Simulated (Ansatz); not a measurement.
**CBF2N (SMILES N#CB(F)F): one structure at several levels**

An exercise on one series of results from a longer session: the logs are not shown, and one member is left open.

Program: Ansatz 0.2.0, Gaussian basis. Level of theory: single points in def2-TZVPP. These are calculated values, not measurements.

Cores are frozen in the correlated methods.

**The starting structure**

SMILES `N#CB(F)F`, 5 atoms, charge 0, spin multiplicity 1.

Atoms are counted from 1 here; the program's logs count them from 0.

Bond lengths: N1–C2 1.096 Å, C2–B3 1.450 Å, B3–F4 1.323 Å, B3–F5 1.219 Å. Angles: N1–C2–B3 165.8°, C2–B3–F4 110.4°, C2–B3–F5 135.2°, F4–B3–F5 113.8°.

Geometry (Å):

| atom | x (Å) | y (Å) | z (Å) |
| --- | --- | --- | --- |
| N1 | -0.6608 | 1.7606 | 0.7459 |
| C2 | -0.2051 | 0.8292 | 0.3896 |
| B3 | 0.0865 | -0.4362 | -0.2565 |
| F4 | 1.3229 | -0.8202 | 0.0166 |
| F5 | -0.5675 | -1.2728 | -0.8553 |

Set-up of the first run:

run/in.yaml reads:

```yaml
crystal:
  periodic: [false, false, false]
  atoms:
    - {symbol: N, position_ang: [-0.660800, 1.760600, 0.745900]}
    - {symbol: C, position_ang: [-0.205100, 0.829200, 0.389600]}
    - {symbol: B, position_ang: [0.086500, -0.436200, -0.256500]}
    - {symbol: F, position_ang: [1.322900, -0.820200, 0.016600]}
    - {symbol: F, position_ang: [-0.567500, -1.272800, -0.855300]}
basis:
  gaussian: {orbitals: def2-TZVPP}
correlation: {method: ccsd_t}
output: {forces: true}
```

No record of the launch command was kept for these runs.

Steps of the session up to this table: CCSD(T)/def2-TZVPP; PBE0-D4/def2-TZVPP; wB97M-V/def2-TZVPP; r2SCAN-D4/def2-TZVPP; PBE-D4/def2-TZVPP; B97M-V/def2-TZVPP; LC-wPBE/def2-TZVPP.

One of the session's tables, all rows but one given; the rest of the session is left out.

| method | RMS force component (eV/Å) | angle to CCSD(T) forces (°) | dipole (D) |
| --- | --- | --- | --- |
| CCSD(T) | 3.592 | reference | 1.60 |
| PBE0-D4 | 3.146 | 4.6 | 1.62 |
| wB97M-V | 3.106 | 6.5 | 1.65 |
| r2SCAN-D4 | 3.308 | 3.2 | 1.67 |
| PBE-D4 | 3.650 | 4.7 | 1.68 |
| B97M-V | ? | ? | ? |
| LC-wPBE | 2.985 | 8.9 | 1.69 |

Estimate the missing values for B97M-V.

**Answer.** RMS force component (eV/Å): 3.171; angle to CCSD(T) forces (°): 3.9; dipole (D): 1.59. In the column «RMS force component (eV/Å)» it lies between PBE0-D4 (3.146) and r2SCAN-D4 (3.308).
